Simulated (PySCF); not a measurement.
# CH₂BF₃O: NMR shifts at several levels of theory

How much do the NMR shifts of CH₂BF₃O (`FBOC(F)F`) depend on the level of theory, and what does each level cost?

Programs: PySCF 2.14.0, with density-fitted response routines of our own. Each step states its level of theory. These are calculated values for one molecule in the gas phase, unless marked as measured. Atoms count from 0, in the outputs and in this text.

### Step 1. The molecule as given

8 atoms, charge 0, multiplicity 1; geometry from: GFN2-xTB.

Bonds of the start (Å): F0–B1 1.32, B1–O2 1.34, O2–C3 1.36, C3–F4 1.35, C3–F5 1.34, B1–H6 1.16, C3–H7 1.10.

### Step 2. Relaxing the molecule at PBE0-D3(BJ)/def2-SVP

Job settings and geometry (Å):

```
{"job": {"xc": "PBE0", "basis": "def2-SVP", "d3": "d3bj", "grid": 1, "kind": "geom"}, "charge": 0, "multiplicity": 1}
F      1.117039    -1.087100    -0.737014
B      1.261441     0.108993    -0.191993
O      0.268254     0.628020     0.537196
C     -0.910573     0.007627     0.807597
F     -0.918256    -0.413305     2.086749
F     -1.907839     0.900419     0.696823
H      2.239436     0.720364    -0.348332
H     -1.140443    -0.855604     0.159244
```

Standard output:

```text
step   0  E = -438.24332892  max force = 0.018622
step   1  E = -438.24466222  max force = 0.009125
step   2  E = -438.24476666  max force = 0.002591
step   3  E = -438.24482513  max force = 0.001556
step   4  E = -438.24482870  max force = 0.001643
step   5  E = -438.24484908  max force = 0.000771
step   6  E = -438.24486160  max force = 0.000632
step   7  E = -438.24488216  max force = 0.001245
step   8  E = -438.24490814  max force = 0.001257
step   9  E = -438.24492703  max force = 0.001417
step  10  E = -438.24493889  max force = 0.000933
step  11  E = -438.24494866  max force = 0.000367
optimisation converged
```

It took 29 s on 1 thread, shared host.

Relaxation path:

```csv
step,energy from step 0 (eV),largest force component (eV/Å)
0,0.0000,0.9576
1,-0.0363,0.4692
2,-0.0391,0.1332
3,-0.0407,0.0800
4,-0.0408,0.0845
5,-0.0414,0.0396
6,-0.0417,0.0325
7,-0.0423,0.0640
8,-0.0430,0.0646
9,-0.0435,0.0729
10,-0.0438,0.0480
11,-0.0441,0.0189
```

Close pairs (by a distance rule), those that changed most:

```csv
bond,before (Å),after (Å),change (Å)
B1–H6,1.164,1.200,+0.036
B1–O2,1.337,1.355,+0.018
C3–F5,1.343,1.331,-0.012
O2–C3,1.359,1.371,+0.012
C3–F4,1.347,1.339,-0.008
C3–H7,1.104,1.103,-0.001
F0–B1,1.322,1.323,+0.001
```

The end geometry stands in the next job.

```csv
at the end point,value
point group (found at 0.08 Å tolerance),C1
"rotational constants (GHz, main isotopes)","7.436, 2.345, 2.053"
dipole moment (D),1.29
```

### Step 3. NMR shieldings: HF/pcSseg-2

Job settings and geometry (Å):

```
{"job": {"kind": "nmr", "xc": "HF", "basis": "pcSseg-2", "pop": false}, "charge": 0, "multiplicity": 1}
F      1.270114    -1.023625    -0.564741
B      1.262382     0.220190    -0.113662
O      0.159053     0.700806     0.510000
C     -0.955060    -0.064222     0.741749
F     -0.804205    -0.716586     1.900944
F     -1.994720     0.758363     0.855679
H      2.214996     0.934029    -0.261314
H     -1.144462    -0.797182    -0.060079
```

Method: GIAO HF/pcSseg-2 NMR shielding, non-relativistic, gas phase.

Standard output:

```text
final grid: 79184 points
cycle   1  E = -437.0089501440  dE =  1.098e+00  |g| = 9.680e-01  |ddm| = 1.802e+00
cycle   2  E = -437.1449619617  dE = -1.360e-01  |g| = 5.579e-01  |ddm| = 6.055e-01
cycle   3  E = -437.1901145779  dE = -4.515e-02  |g| = 6.440e-02  |ddm| = 2.138e-01
cycle   4  E = -437.1913847487  dE = -1.270e-03  |g| = 1.925e-02  |ddm| = 6.328e-02
cycle   5  E = -437.1914988654  dE = -1.141e-04  |g| = 4.884e-03  |ddm| = 1.890e-02
cycle   6  E = -437.1915072570  dE = -8.392e-06  |g| = 1.934e-03  |ddm| = 4.875e-03
cycle   7  E = -437.1915083927  dE = -1.136e-06  |g| = 5.247e-04  |ddm| = 1.751e-03
cycle   8  E = -437.1915084889  dE = -9.619e-08  |g| = 1.477e-04  |ddm| = 5.098e-04
cycle   9  E = -437.1915084969  dE = -7.984e-09  |g| = 3.223e-05  |ddm| = 1.463e-04
cycle  10  E = -437.1915084973  dE = -4.305e-10  |g| = 1.041e-05  |ddm| = 4.309e-05
converged SCF energy = -437.1915084973

GIAO shielding tensors (ppm)
atom      isotropic    diamagn.    paramagn.     s11        s22        s33       span
  0 F      302.421     471.045    -168.625    151.684    318.453    437.125    285.441
  1 B       89.984     192.312    -102.328     74.637     97.336     97.977     23.340
  2 O      167.728     393.380    -225.652     61.346    196.933    244.904    183.559
  3 C       87.460     234.914    -147.453     75.046     87.657     99.678     24.633
  4 F      301.705     466.885    -165.179    211.068    317.369    376.679    165.610
  5 F      316.131     465.750    -149.619    228.408    339.034    380.951    152.543
  6 H       27.573      27.818      -0.244     24.225     26.646     31.849      7.624
  7 H       25.579      29.647      -4.068     22.280     25.227     29.232      6.952
```

Wall time 11 s (1 thread, shared host).

Shifts follow as δ = σ(reference) − σ, with reference shieldings (ppm) from runs at the same level and on the same kind of geometry: 1H TMS 31.68, 13C TMS 191.5, 19F CFCl3 245.3, 17O H2O 326.3, 11B BF3·OEt2 114.5. The references are single molecules in the gas phase, so shifts against H2O, NH3, PH3, H3PO4 or CFCl3 are not on the usual liquid scales and can be off by tens of ppm. Atoms listed in one row are averaged.

```csv
atoms,environment,σ (ppm),δ (ppm)
C3,sp3 CH bonded to 2 F and O,87.5,104.0
H7,hydrogen on an sp3 CH bonded to 2 F and O,25.58,6.10
H6,"hydrogen on a boron bonded to F, O",27.57,4.11
F0,fluorine bonded to B,302.4,-57.1
"F4, F5",fluorine of a CF2 group,308.9,-63.6
B1,"boron bonded to F, O, H",90.0,24.5
O2,"oxygen bonded to C, B",167.7,158.6
```

### Step 4. NMR shieldings: LDA/pcSseg-2

The job, as its differences from that of step 3:

```diff
@@ -1,2 +1,2 @@
-{"job": {"kind": "nmr", "xc": "HF", "basis": "pcSseg-2", "pop": false}, "charge": 0, "multiplicity": 1}
+{"job": {"kind": "nmr", "xc": "LDA", "basis": "pcSseg-2", "pop": false}, "charge": 0, "multiplicity": 1}
 F      1.270114    -1.023625    -0.564741
```

Level: GIAO LDA/pcSseg-2 NMR shielding, non-relativistic, gas phase.

Standard output:

```text
coarse grid: 7760 points
cycle   1  E = -436.0287858166  dE =  8.577e-01  |g| = 9.885e-01  |ddm| = 2.008e+00
cycle   2  E = -435.5913278492  dE =  4.375e-01  |g| = 1.929e+00  |ddm| = 1.225e+00
cycle   3  E = -436.1752081996  dE = -5.839e-01  |g| = 1.092e-01  |ddm| = 8.533e-01
cycle   4  E = -436.1757635945  dE = -5.554e-04  |g| = 1.050e-01  |ddm| = 9.283e-02
cycle   5  E = -436.1775083014  dE = -1.745e-03  |g| = 1.663e-02  |ddm| = 4.478e-02
cycle   6  E = -436.1775519438  dE = -4.364e-05  |g| = 5.529e-03  |ddm| = 1.116e-02
cycle   7  E = -436.1775574891  dE = -5.545e-06  |g| = 1.670e-03  |ddm| = 3.215e-03
final grid: 79184 points
cycle   8  E = -436.1638696463  dE = -1.472e-04  |g| = 2.988e-03  |ddm| = 3.326e-02
cycle   9  E = -436.1638676584  dE =  1.988e-06  |g| = 4.706e-03  |ddm| = 2.854e-03
cycle  10  E = -436.1638707536  dE = -3.095e-06  |g| = 8.309e-04  |ddm| = 2.055e-03
cycle  11  E = -436.1638708484  dE = -9.477e-08  |g| = 1.791e-04  |ddm| = 4.293e-04
cycle  12  E = -436.1638708533  dE = -4.968e-09  |g| = 8.520e-05  |ddm| = 1.187e-04
cycle  13  E = -436.1638708544  dE = -1.108e-09  |g| = 2.037e-05  |ddm| = 4.061e-05
cycle  14  E = -436.1638708545  dE = -6.969e-11  |g| = 5.886e-06  |ddm| = 1.218e-05
converged SCF energy = -436.1638708545

GIAO shielding tensors (ppm)
atom      isotropic    diamagn.    paramagn.     s11        s22        s33       span
  0 F      222.125     470.294    -248.168     37.460    218.402    410.515    373.055
  1 B       66.854     195.094    -128.240     51.487     67.604     81.471     29.984
  2 O       94.295     393.055    -298.759    -23.323    113.627    192.582    215.904
  3 C       53.666     239.202    -185.537     30.485     56.106     74.406     43.921
  4 F      239.864     467.294    -227.429    143.614    263.169    312.810    169.196
  5 F      261.447     465.924    -204.477    172.301    288.880    323.159    150.857
  6 H       26.219      27.987      -1.768     23.334     25.628     29.695      6.361
  7 H       23.581      29.367      -5.786     20.766     23.502     26.474      5.708
```

Run time: 21 s. Hardware: 1 thread, shared host.

Key values: δ C3 126.6, F0 -83.9, F4 -112.4, B1 24.1, H7 7.19, H6 4.55 ppm (means over like atoms).

### Step 5. NMR shieldings: PBE/pcSseg-2

The job, as its differences from that of step 4:

```diff
@@ -1,2 +1,2 @@
-{"job": {"kind": "nmr", "xc": "LDA", "basis": "pcSseg-2", "pop": false}, "charge": 0, "multiplicity": 1}
+{"job": {"kind": "nmr", "xc": "PBE", "basis": "pcSseg-2", "pop": false}, "charge": 0, "multiplicity": 1}
 F      1.270114    -1.023625    -0.564741
```

Method: GIAO PBE/pcSseg-2 NMR shielding, non-relativistic, gas phase.

Standard output:

```text
coarse grid: 7760 points
cycle   1  E = -438.6095485021  dE =  8.733e-01  |g| = 1.023e+00  |ddm| = 1.889e+00
cycle   2  E = -438.1737628944  dE =  4.358e-01  |g| = 1.942e+00  |ddm| = 1.255e+00
cycle   3  E = -438.7657504718  dE = -5.920e-01  |g| = 9.448e-02  |ddm| = 8.766e-01
cycle   4  E = -438.7661839622  dE = -4.335e-04  |g| = 9.114e-02  |ddm| = 8.413e-02
cycle   5  E = -438.7675227982  dE = -1.339e-03  |g| = 1.695e-02  |ddm| = 4.141e-02
cycle   6  E = -438.7675693849  dE = -4.659e-05  |g| = 4.888e-03  |ddm| = 1.082e-02
cycle   7  E = -438.7675737188  dE = -4.334e-06  |g| = 1.541e-03  |ddm| = 3.012e-03
final grid: 79184 points
cycle   8  E = -438.7619799942  dE = -1.837e-04  |g| = 1.088e-02  |ddm| = 4.218e-02
cycle   9  E = -438.7619253246  dE =  5.467e-05  |g| = 2.122e-02  |ddm| = 1.254e-02
cycle  10  E = -438.7619990950  dE = -7.377e-05  |g| = 2.097e-03  |ddm| = 8.677e-03
cycle  11  E = -438.7619998707  dE = -7.757e-07  |g| = 8.706e-04  |ddm| = 1.399e-03
cycle  12  E = -438.7619999768  dE = -1.061e-07  |g| = 1.848e-04  |ddm| = 4.104e-04
cycle  13  E = -438.7619999821  dE = -5.309e-09  |g| = 4.348e-05  |ddm| = 1.196e-04
cycle  14  E = -438.7619999824  dE = -2.804e-10  |g| = 1.613e-05  |ddm| = 2.963e-05
converged SCF energy = -438.7619999824

GIAO shielding tensors (ppm)
atom      isotropic    diamagn.    paramagn.     s11        s22        s33       span
  0 F      231.530     470.908    -239.378     52.953    232.698    408.938    355.985
  1 B       70.348     195.127    -124.779     58.066     70.216     82.763     24.696
  2 O      103.149     392.410    -289.261     -9.789    124.857    194.379    204.168
  3 C       55.854     238.605    -182.751     32.653     58.924     75.985     43.332
  4 F      243.606     468.000    -224.394    149.267    260.279    321.274    172.007
  5 F      263.918     466.612    -202.695    176.005    285.642    330.106    154.102
  6 H       26.725      28.289      -1.564     23.866     26.128     30.180      6.313
  7 H       24.080      29.842      -5.763     21.288     23.996     26.956      5.668
```

It took 29 s on 1 thread, shared host.

This run: δ C3 123.5, F0 -88.6, F4 -110.8, B1 22.4, H7 7.10, H6 4.45 ppm (means over like atoms).

### Step 6. Shielding tensors: BLYP/pcSseg-2

The job, as its differences from that of step 5:

```diff
@@ -1,2 +1,2 @@
-{"job": {"kind": "nmr", "xc": "PBE", "basis": "pcSseg-2", "pop": false}, "charge": 0, "multiplicity": 1}
+{"job": {"kind": "nmr", "xc": "BLYP", "basis": "pcSseg-2", "pop": false}, "charge": 0, "multiplicity": 1}
 F      1.270114    -1.023625    -0.564741
```

With the program's defaults for keys left out, this is: GIAO BLYP/pcSseg-2 NMR shielding, non-relativistic, gas phase.

Standard output:

```text
coarse grid: 7760 points
cycle   1  E = -438.9784904083  dE =  8.856e-01  |g| = 1.123e+00  |ddm| = 1.877e+00
cycle   2  E = -438.4246131142  dE =  5.539e-01  |g| = 2.170e+00  |ddm| = 1.406e+00
cycle   3  E = -439.1630465651  dE = -7.384e-01  |g| = 1.139e-01  |ddm| = 1.006e+00
cycle   4  E = -439.1635615075  dE = -5.149e-04  |g| = 1.134e-01  |ddm| = 1.012e-01
cycle   5  E = -439.1656181196  dE = -2.057e-03  |g| = 1.894e-02  |ddm| = 5.012e-02
cycle   6  E = -439.1656733371  dE = -5.522e-05  |g| = 6.231e-03  |ddm| = 1.205e-02
cycle   7  E = -439.1656802420  dE = -6.905e-06  |g| = 1.828e-03  |ddm| = 3.634e-03
final grid: 79184 points
cycle   8  E = -439.1565170372  dE = -1.665e-04  |g| = 5.315e-03  |ddm| = 3.761e-02
cycle   9  E = -439.1565087873  dE =  8.250e-06  |g| = 9.197e-03  |ddm| = 5.423e-03
cycle  10  E = -439.1565213378  dE = -1.255e-05  |g| = 6.616e-04  |ddm| = 3.586e-03
cycle  11  E = -439.1565213977  dE = -5.994e-08  |g| = 3.277e-04  |ddm| = 6.169e-04
cycle  12  E = -439.1565214159  dE = -1.813e-08  |g| = 9.932e-05  |ddm| = 2.102e-04
cycle  13  E = -439.1565214170  dE = -1.125e-09  |g| = 5.036e-05  |ddm| = 6.067e-05
cycle  14  E = -439.1565214174  dE = -4.128e-10  |g| = 5.960e-06  |ddm| = 2.509e-05
converged SCF energy = -439.1565214174

GIAO shielding tensors (ppm)
atom      isotropic    diamagn.    paramagn.     s11        s22        s33       span
  0 F      234.569     471.200    -236.631     58.442    236.843    408.424    349.982
  1 B       68.846     193.386    -124.539     56.535     69.141     80.862     24.327
  2 O      100.030     392.124    -292.094    -13.215    123.752    189.554    202.769
  3 C       51.143     236.694    -185.550     28.030     54.309     71.091     43.061
  4 F      242.027     468.922    -226.895    146.368    256.466    323.247    176.879
  5 F      262.091     467.490    -205.399    172.518    282.193    331.563    159.044
  6 H       26.980      28.534      -1.554     24.123     26.426     30.391      6.268
  7 H       24.244      29.711      -5.467     21.513     24.199     27.020      5.508
```

It took 28 s on 1 thread, shared host.

Key values: δ C3 123.9, F0 -91.4, F4 -108.9, B1 22.3, H7 7.13, H6 4.40 ppm (means over like atoms).

### Step 7. NMR shieldings: BP86/pcSseg-2

The job, as its differences from that of step 6:

```diff
@@ -1,2 +1,2 @@
-{"job": {"kind": "nmr", "xc": "BLYP", "basis": "pcSseg-2", "pop": false}, "charge": 0, "multiplicity": 1}
+{"job": {"kind": "nmr", "xc": "BP86", "basis": "pcSseg-2", "pop": false}, "charge": 0, "multiplicity": 1}
 F      1.270114    -1.023625    -0.564741
```

Level: GIAO BP86/pcSseg-2 NMR shielding, non-relativistic, gas phase.

Standard output:

```text
coarse grid: 7760 points
cycle   1  E = -439.0438502376  dE =  8.794e-01  |g| = 1.050e+00  |ddm| = 1.891e+00
cycle   2  E = -438.5925595908  dE =  4.513e-01  |g| = 1.983e+00  |ddm| = 1.269e+00
cycle   3  E = -439.2076470832  dE = -6.151e-01  |g| = 9.346e-02  |ddm| = 8.875e-01
cycle   4  E = -439.2080711238  dE = -4.240e-04  |g| = 9.091e-02  |ddm| = 8.344e-02
cycle   5  E = -439.2094004697  dE = -1.329e-03  |g| = 1.678e-02  |ddm| = 4.107e-02
cycle   6  E = -439.2094452511  dE = -4.478e-05  |g| = 4.886e-03  |ddm| = 1.032e-02
cycle   7  E = -439.2094495929  dE = -4.342e-06  |g| = 1.566e-03  |ddm| = 2.992e-03
final grid: 79184 points
cycle   8  E = -439.2012585231  dE = -1.712e-04  |g| = 7.282e-03  |ddm| = 4.079e-02
cycle   9  E = -439.2012304866  dE =  2.804e-05  |g| = 1.501e-02  |ddm| = 8.486e-03
cycle  10  E = -439.2012660889  dE = -3.560e-05  |g| = 1.257e-03  |ddm| = 6.195e-03
cycle  11  E = -439.2012664271  dE = -3.382e-07  |g| = 3.556e-04  |ddm| = 9.898e-04
cycle  12  E = -439.2012664211  dE =  5.980e-09  |g| = 1.279e-04  |ddm| = 2.225e-04
cycle  13  E = -439.2012664235  dE = -2.395e-09  |g| = 4.516e-05  |ddm| = 7.615e-05
cycle  14  E = -439.2012664238  dE = -2.783e-10  |g| = 1.018e-05  |ddm| = 2.183e-05
converged SCF energy = -439.2012664238

GIAO shielding tensors (ppm)
atom      isotropic    diamagn.    paramagn.     s11        s22        s33       span
  0 F      233.691     470.104    -236.413     56.788    234.941    409.345    352.557
  1 B       71.217     195.079    -123.861     59.169     71.353     83.131     23.962
  2 O      104.958     391.766    -286.808     -7.771    127.010    195.635    203.406
  3 C       55.867     239.016    -183.148     32.858     58.947     75.796     42.938
  4 F      245.407     467.524    -222.117    151.264    262.908    322.049    170.785
  5 F      265.622     466.140    -200.518    178.105    287.769    330.991    152.885
  6 H       26.800      28.325      -1.525     23.938     26.197     30.266      6.328
  7 H       24.135      29.844      -5.709     21.354     24.071     26.980      5.626
```

Wall time 28 s (1 thread, shared host).

This run: δ C3 123.3, F0 -89.7, F4 -111.6, B1 22.1, H7 7.10, H6 4.43 ppm (means over like atoms).

### Step 8. Shielding tensors: OPBE/pcSseg-2

The job, as its differences from that of step 7:

```diff
@@ -1,2 +1,2 @@
-{"job": {"kind": "nmr", "xc": "BP86", "basis": "pcSseg-2", "pop": false}, "charge": 0, "multiplicity": 1}
+{"job": {"kind": "nmr", "xc": "OPBE", "basis": "pcSseg-2", "pop": false}, "charge": 0, "multiplicity": 1}
 F      1.270114    -1.023625    -0.564741
```

Level: GIAO OPBE/pcSseg-2 NMR shielding, non-relativistic, gas phase.

Standard output:

```text
coarse grid: 7760 points
cycle   1  E = -438.8122201855  dE =  8.652e-01  |g| = 1.006e+00  |ddm| = 1.881e+00
cycle   2  E = -438.4540430971  dE =  3.582e-01  |g| = 1.803e+00  |ddm| = 1.195e+00
cycle   3  E = -438.9661469194  dE = -5.121e-01  |g| = 6.167e-02  |ddm| = 8.128e-01
cycle   4  E = -438.9668096006  dE = -6.627e-04  |g| = 3.246e-02  |ddm| = 5.776e-02
cycle   5  E = -438.9669621246  dE = -1.525e-04  |g| = 1.657e-02  |ddm| = 2.252e-02
cycle   6  E = -438.9670069818  dE = -4.486e-05  |g| = 4.161e-03  |ddm| = 9.045e-03
cycle   7  E = -438.9670101033  dE = -3.122e-06  |g| = 1.232e-03  |ddm| = 2.626e-03
final grid: 79184 points
cycle   8  E = -438.9639422157  dE = -2.891e-04  |g| = 3.156e-02  |ddm| = 6.506e-02
cycle   9  E = -438.9634652929  dE =  4.769e-04  |g| = 6.216e-02  |ddm| = 3.684e-02
cycle  10  E = -438.9640862051  dE = -6.209e-04  |g| = 5.153e-03  |ddm| = 2.620e-02
cycle  11  E = -438.9640916830  dE = -5.478e-06  |g| = 9.626e-04  |ddm| = 3.537e-03
cycle  12  E = -438.9640918048  dE = -1.218e-07  |g| = 3.597e-04  |ddm| = 5.766e-04
cycle  13  E = -438.9640918275  dE = -2.269e-08  |g| = 8.270e-05  |ddm| = 2.223e-04
cycle  14  E = -438.9640918284  dE = -9.744e-10  |g| = 3.167e-05  |ddm| = 5.137e-05
cycle  15  E = -438.9640918286  dE = -1.800e-10  |g| = 8.507e-06  |ddm| = 1.905e-05
converged SCF energy = -438.9640918286

GIAO shielding tensors (ppm)
atom      isotropic    diamagn.    paramagn.     s11        s22        s33       span
  0 F      243.240     472.489    -229.249     70.552    247.971    411.198    340.646
  1 B       76.446     197.542    -121.096     65.850     76.618     86.870     21.020
  2 O      120.982     394.172    -273.190     14.176    142.089    206.681    192.505
  3 C       64.472     240.730    -176.258     42.206     67.699     83.511     41.305
  4 F      254.792     468.392    -213.600    165.361    269.804    329.211    163.849
  5 F      273.010     467.166    -194.156    189.287    293.380    336.362    147.076
  6 H       26.800      28.234      -1.434     23.938     26.113     30.349      6.411
  7 H       24.224      30.374      -6.150     21.345     24.080     27.246      5.901
```

It took 31 s on 1 thread, shared host.

In short: δ C3 119.9, F0 -88.1, F4 -108.8, B1 21.3, H7 6.98, H6 4.40 ppm (means over like atoms).

### Step 9. Side by side: NMR shifts

Shifts (ppm), means over like atoms, with basis size and wall time:

```csv
run,C3,H7,H6,F0,F4,B1,O2,functions,time
HF/pcSseg-2,104.0,6.10,4.11,-57.1,-63.6,24.5,158.6,244,11 s
LDA/pcSseg-2,126.6,7.19,4.55,-83.9,-112.4,24.1,240.1,244,21 s
PBE/pcSseg-2,123.5,7.10,4.45,-88.6,-110.8,22.4,224.7,244,29 s
BLYP/pcSseg-2,123.9,7.13,4.40,-91.4,-108.9,22.3,225.1,244,28 s
BP86/pcSseg-2,123.3,7.10,4.43,-89.7,-111.6,22.1,221.1,244,28 s
OPBE/pcSseg-2,119.9,6.98,4.40,-88.1,-108.8,21.3,208.2,244,31 s
```

### Step 10. What came out

| quantity | value |
| --- | --- |
| point group | C1 |
| rotational constants (main isotopes) | 7.44, 2.35, 2.05 GHz |
| 13C shifts against TMS (HF/pcSseg-2) | 104.0 ppm |
| 1H shifts against TMS (HF/pcSseg-2) | 6.10, 4.11 ppm |
| 19F shifts against CFCl3 (HF/pcSseg-2, means over atoms taken as alike) | -57.1, -63.6 ppm |
| 11B shifts against BF3·OEt2 (HF/pcSseg-2) | 24.5 ppm |
| 17O shifts against H2O (HF/pcSseg-2) | 158.6 ppm |
| range of the shift of O2 | 158.6 to 240.1 ppm |

In words: Single values in the summary come from the first run of each kind that ended normally (HF/pcSseg-2), which need not be the best level. Over 11 steps the energy fell by 0.044 eV; of the close pairs, B1–H6 changed most, 1.164 to 1.200 Å. The most deshielded hydrogen is H7 (hydrogen on an sp3 CH bonded to 2 F and O), at 6.10 ppm: its carbon carries F and O, an electronegative neighbour. At HF/pcSseg-2: The widest tensor belongs to F0: span 285 ppm, with a paramagnetic part of -169 ppm. In ppm, O2 moves most: its shift spreads over 81.5 ppm, from 158.6 (HF/pcSseg-2) to 240.1 (LDA/pcSseg-2).
